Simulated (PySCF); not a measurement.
# [Ce(H2O)2]2+: other functionals and bases at one geometry

How far do other levels of theory move the description of [Ce(H2O)2]2+, and what does each cost? It is a constructed species; whether it can be made isn't addressed.

The runs use PySCF 2.14.0; several levels, as the steps say, no spin–orbit coupling.

1 further run of the same task is left out (for a known fault of the program).

## (1) Where the work starts

7 atoms, charge 2, spin multiplicity 1.

Bond lengths: Ce1–O2 2.570 Å, Ce1–O5 2.570 Å, O2–H3 0.974 Å, O2–H4 0.974 Å, O5–H6 0.974 Å, O5–H7 0.974 Å. Angles: O2–Ce1–O5 180.0°, Ce1–O2–H3 128.4°, Ce1–O2–H4 128.4°, H3–O2–H4 103.1°, Ce1–O5–H6 128.4°, Ce1–O5–H7 128.4°, H6–O5–H7 103.1°.

Coordinates:

```xyz
7

Ce    0.0000    0.0000    0.0000
O     0.0000    0.0000    2.5704
H     0.5393    0.5393    3.1756
H    -0.5393   -0.5393    3.1756
O     0.0000    0.0000   -2.5704
H     0.5393   -0.5393   -3.1756
H    -0.5393    0.5393   -3.1756
```

Formal oxidation states: Ce +2. Each metal's 2 4f electrons lie in its core potential, so multiplicities, spins and levels count the valence alone. For divalent La, Ce, Gd or Lu the extra electron is normally 5d or 6s, so this core forces an excited configuration. An earlier session relaxed this geometry at PBE0, Ce lcecp-0-SVP with ECP48, O def2-SVP, H def2-SVP (singlet, point group D2d).

At PBE0 on the finer grid: E = -178.751117 Eh, frontier levels not given, since the 4f levels lie in the core, Mulliken charge on Ce1 +1.62 e, largest force component 0.001 eV/Å. 

Levels to run: revPBE; r2SCAN; PBE0, TZVP. Hardware: 2 threads of Arm Neoverse V1, shared host.

## (2) revPBE

Contents of run.py (the lines that set the calculation):

```python
mol = gto.M(atom='''
Ce     0.00000     0.00000     0.00000
O      0.00000     0.00000     2.57043
H      0.53932     0.53932     3.17562
H     -0.53932    -0.53932     3.17562
O      0.00000     0.00000    -2.57043
H      0.53932    -0.53932    -3.17562
H     -0.53932     0.53932    -3.17562''',
    basis={'Ce': 'lcecp-0-SVP', 'O': 'def2-SVP', 'H': 'def2-SVP'},
    ecp={'Ce': 'lcecp-0-SVP'},
    charge=2, spin=0)
mf = dft.RKS(mol, xc='PBE_R,PBE')
mf.grids.atom_grid = (75, 302)  # f atoms: unpruned, at least (60, 302)
mf = mf.density_fit()  # fitting sets: Ce AutoAux, O def2-universal-JKFIT, H def2-universal-JKFIT
mf.conv_tol = 1e-08; mf.max_cycle = 55
mf.kernel(dm0)  # dm0: the density of the relaxed state
```

The run is started by

```
> OMP_NUM_THREADS=2 python run.py
```

## (3) r2SCAN

run.py (the lines that set the calculation), as its differences from that of step 2:

```diff
@@ -11,3 +11,3 @@
     charge=2, spin=0)
-mf = dft.RKS(mol, xc='PBE_R,PBE')
+mf = dft.RKS(mol, xc='R2SCAN')
 mf.grids.atom_grid = (75, 302)  # f atoms: unpruned, at least (60, 302)
```

## (4) PBE0, TZVP

Basis: Ce lcecp-0-TZVP with ECP48, O def2-TZVP, H def2-TZVP. 

Contents of run.py (the lines that set the calculation):

```python
mol = gto.M(atom='''
Ce     0.00000     0.00000     0.00000
O      0.00000     0.00000     2.57043
H      0.53932     0.53932     3.17562
H     -0.53932    -0.53932     3.17562
O      0.00000     0.00000    -2.57043
H      0.53932    -0.53932    -3.17562
H     -0.53932     0.53932    -3.17562''',
    basis={'Ce': 'lcecp-0-TZVP', 'O': 'def2-TZVP', 'H': 'def2-TZVP'},
    ecp={'Ce': 'lcecp-0-TZVP'},
    charge=2, spin=0)
mf = dft.RKS(mol, xc='PBE0')
mf.grids.atom_grid = (75, 302)  # f atoms: unpruned, at least (60, 302)
mf = mf.density_fit()  # fitting sets: Ce AutoAux, O def2-universal-JKFIT, H def2-universal-JKFIT
mf.conv_tol = 1e-08; mf.max_cycle = 55
mf.kernel(dm0)  # dm0: free metal ions and neutral atoms
```

What does the calculation give? Wanted: for each run, charge on Ce1; dipole; largest force.

**Answer**, as computed:

| level | state | charge on Ce1 (e) | dipole (D) | largest force (eV/Å) | basis functions | time |
| --- | --- | --- | --- | --- | --- | --- |
| PBE0 (relaxed here) | singlet | 1.62 | 0.00 | 0.00 | 79 | 11 s |
| revPBE | singlet | 1.56 | 0.00 | 0.51 | 79 | 4.4 s |
| r2SCAN | singlet | 1.62 | 0.00 | 0.14 | 79 | 7 s |
| PBE0, TZVP | singlet | 1.80 | 0.00 | 0.41 | 133 | 11 s |

Times are on 2 threads of Arm Neoverse V1, shared host; the first row also made further properties. The dipole of a charged species depends on the origin, so these sizes hold for this origin alone.

The largest leftover force, 0.51 eV/Å with revPBE, stands at a geometry relaxed at another level. The Mulliken charge on Ce spans +1.56 to +1.80 e over the levels. With 4f in the core, its levels are missing from HOMO and gap. Total energies of different levels can't be compared. Spin–orbit coupling is left out throughout.
